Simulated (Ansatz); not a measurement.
# Si (Silicon): the cost of one run

All numbers are computed with the Python package of Ansatz 0.2.0. Level of theory: DFT r2SCAN+D3(BJ), plane waves, PAW.

**1. Starting point**

Symmetry: P6/mmm, No. 191, hexagonal system. Conventional cell: a = 2.527 Å, b = 2.527 Å, c = 2.373 Å, α = 90.00°, β = 90.00°, γ = 120.00°. Si (site symmetry 6/mmm) is surrounded by 8 Si at 2.37 to 2.53 Å.

No structure file is read: the coordinates are typed or built in the script.

**2. The code**

File smear_si.py:

```python
# -*- coding: utf-8 -*-
"""Smearing width test for Si."""

import csv

import ansatz as az
from pymatgen.core import Lattice, Structure
from pymatgen.io.ase import AseAtomsAdaptor

KMESH = (10, 10, 10)
XC = "r2scan"
VDW = "d3bj"
N_EMPTY = 2
MIXING_BETA = 0.2

pmg_structure = Structure(
    Lattice([[2.527, 0.0, 0.0], [-1.2635, 2.1884462, 0.0], [0.0, 0.0, 2.373]]),
    ["Si"],
    [
        [0.0, 0.0, 0.0],
    ],
)
system = az.Crystal.from_ase(AseAtomsAdaptor.get_atoms(pmg_structure))

model = (
    system.calculation()
    .kpoints(*KMESH, shift=0.5)
    .functional(XC, dispersion=VDW)
    .scf(extra_bands=N_EMPTY)
    .basis(12 * az.Ha)
    .mixing("anderson", ndim=4, beta=MIXING_BETA)
    .stress()
)

rows = []
for value in [0.5, 0.3, 0.2, 0.1]:
    r = model.occupations("fermi_dirac", width=value).run(threads=1).report
    rows.append((value, r["free_energy_ev"] / len(r["lattice"]["sites"]), r["n_iterations"], sum(r["stress_gpa"][i][i] for i in range(3)) / 3, r["n_kpoints"]))

with open("smear.csv", "w", newline="") as handle:
    writer = csv.writer(handle)
    writer.writerow(["width (eV)", "F/atom (eV)", "iterations", "P (GPa)", "k-points"])
    writer.writerows([round(v, 5) if isinstance(v, float) else v for v in row] for row in rows)

# the last row is the reference
for row in rows[:-1]:
    shift = 1000 * (row[1] - rows[-1][1])
    print(f"{row[0]}: {shift:+.2f} meV/atom" + ("  (within 5 meV)" if abs(shift) < 5 else ""))
```

**3. Launch**

The run is started by

```
> python smear_si.py
```

What time and memory should one allow on 1 thread of Arm Neoverse V1, shared host?

About 7.6 s, with a peak of 0.39 GiB.
